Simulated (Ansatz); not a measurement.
Set up this calculation in Ansatz 0.2.0, as the native input.

* Task: single point
* Functional: PBE
* Potentials or basis: Ansatz PAW
* Cutoff: 420 eV (not typed: the program's choice for these potentials)
* k mesh: 9 × 9 × 9
* Occupations: fermi-dirac, width 0.05 eV
* Spin: no spin polarisation

Crystal: Cd3Se.

```
Cd Se
1.0
    -2.04095    2.04095    6.08708
     2.04095   -2.04095    6.08708
     2.04095    2.04095   -6.08708
Cd Se
3 1
Direct
  0.50000 0.50000 0.00000
  0.25000 0.75000 0.50000
  0.75000 0.25000 0.50000
  0.00000 0.00000 0.00000
```

The cell comes from a database or a generator and needn't be the stable form of this composition.

The input as run:

input.yaml

```yaml
crystal:
  lattice:
    - [-2.040953, 2.040953, 6.08708]
    - [2.040953, -2.040953, 6.08708]
    - [2.040953, 2.040953, -6.08708]
  atoms:
    - { symbol: Cd, position: [0.5, 0.5, 0.0] }
    - { symbol: Cd, position: [0.25, 0.75, 0.5] }
    - { symbol: Cd, position: [0.75, 0.25, 0.5] }
    - { symbol: Se, position: [0.0, 0.0, 0.0] }
hamiltonian:
  xc: pbe
  pseudopotentials: { kind: paw }
kpoints:
  mp_grid: { grid: [9, 9, 9] }
scf:
  occupations: { method: fermi_dirac, width: 0.05 }
output:
  forces: true
  stress: true
  eigenvalues: true
```

Potentials or basis: Ansatz PAW.

Command:

```bash
$ ansatz run input.yaml --threads 2 --pin off --max-ram 5120MiB --backend cpu --events-out ev --progress --plain --runs-dir out
```

Results of the run:

The pressure is -0.5 GPa and the band gap on the k mesh is none (metal or under the smearing width).

It took 9.5 s on 2 threads of Arm Neoverse V2, on a shared host, peak memory 0.52 GiB.
